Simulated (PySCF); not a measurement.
# Methylgermylbromide (CH5BrGe): geometry, NMR shifts, spin-spin couplings, electronic excitations and core binding energies

Wanted: the NMR shifts, spin-spin couplings, electronic excitations and core binding energies of Methylgermylbromide (CH5BrGe) (`[CH3][GeH2][Br]`), by calculation.

The runs use PySCF 2.14.0, with density-fitted response routines of our own; the level of theory stands in each step. All values are computed, except where a source is named. Atoms are numbered from 0 throughout.

### 1 Starting geometry

8 atoms, charge 0, multiplicity 1; geometry from: GFN2-xTB.

Bonds of the start (Å): C0–Ge1 1.97, Ge1–Br2 2.28, C0–H3 1.09, C0–H4 1.09, C0–H5 1.09, Ge1–H6 1.51, Ge1–H7 1.51.

### 2 Optimising the geometry at PBE0-D3(BJ)/def2-SVP

Job settings and geometry (Å):

```
{"job": {"xc": "PBE0", "basis": "def2-SVP", "d3": "d3bj", "grid": 1, "kind": "geom"}, "charge": 0, "multiplicity": 1}
C     -1.073220     0.209170     0.041050
Ge     0.813540    -0.364210    -0.043200
Br     2.134810     1.491410    -0.071050
H     -1.504180    -0.030190     1.010290
H     -1.657710    -0.291230    -0.726660
H     -1.153680     1.283540    -0.112010
H      1.281190    -1.161250     1.153770
H      1.177360    -1.118410    -1.301310
```

**Question.** This job is followed by: GIAO PBE0/pcSseg-1 NMR shielding, non-relativistic, gas phase; B3LYP/pcJ-1 Br:pcSseg-1 Ge:pcSseg-1 indirect spin-spin coupling, non-relativistic, gas phase; TDDFT PBE0/def2-SVPD, vertical, gas phase, core orbitals frozen in the response; GIAO wB97X-D/pcSseg-2 NMR shielding, non-relativistic, gas phase; delta-SCF UKS SCAN, pcX-2 on the ionised atom, pcseg-1 elsewhere, spin-free X2C. What will the session give for the following? point group; rotational constants (main isotopes); 13C shifts against TMS (PBE0/pcSseg-1); 1H shifts against TMS (PBE0/pcSseg-1, means over atoms taken as alike); 73Ge shifts against GeMe4 (PBE0/pcSseg-1); 79Br shifts against HBr (PBE0/pcSseg-1); largest coupling of the table (B3LYP/pcSseg-1+pcJ-1); lowest singlet (PBE0/def2-SVPD); brightest single state of those computed; lowest triplet; vertical ionisation energy (ΔSCF); C1s binding energies, SCAN/pcX-2; range of the shift of Ge1.

The runs gave:

| quantity | value |
| --- | --- |
| point group | Cs |
| rotational constants (main isotopes) | 10.37, 1.88, 1.64 GHz |
| 13C shifts against TMS (PBE0/pcSseg-1) | 3.0 ppm |
| 1H shifts against TMS (PBE0/pcSseg-1, means over atoms taken as alike) | 5.29, 0.75 ppm |
| 73Ge shifts against GeMe4 (PBE0/pcSseg-1) | -23 ppm |
| 79Br shifts against HBr (PBE0/pcSseg-1) | -190 ppm |
| largest coupling of the table (B3LYP/pcSseg-1+pcJ-1) | 1J(C,H) C0–H3, 139.7 Hz |
| lowest singlet (PBE0/def2-SVPD) | 6.19 eV (200 nm), f = 0.016 |
| brightest single state of those computed | state 9, 8.30 eV, f = 0.112 |
| lowest triplet | 5.74 eV |
| vertical ionisation energy (ΔSCF) | 10.28 eV |
| C1s binding energies, SCAN/pcX-2 | C0 290.71 eV |
| range of the shift of Ge1 | -34 to -23 ppm |

The optimisation took 20 steps and gained 0.094 eV; among the close pairs (by a distance rule), Ge1–Br2 changed most, from 2.278 to 2.318 Å. No frequency check was run at this level, so the end point may be a saddle. In the run at B3LYP/pcSseg-1+pcJ-1, the largest coupling of the table is C0–H3 (mean over like pairs), 139.7 Hz, of which the Fermi-contact term gives 136.9 Hz. The lowest singlet, at 6.19 eV, is HOMO→LUMO 0.98 and is weak; of the 10 states computed, the strongest absorption comes from state 9 at 8.30 eV. The lowest triplet lies 0.46 eV below the lowest singlet (triplets in Tamm-Dancoff, singlets in full TDDFT). The orbital energy would give 8.08 eV for ionisation, ΔSCF gives 10.28 eV. In ppm, Ge1 moves most: its shift spreads over 11 ppm, from -34 (wB97X-D/pcSseg-2) to -23 (PBE0/pcSseg-1). Spin-orbit coupling is left out, which matters for shieldings and couplings at and beside the heavy atoms.
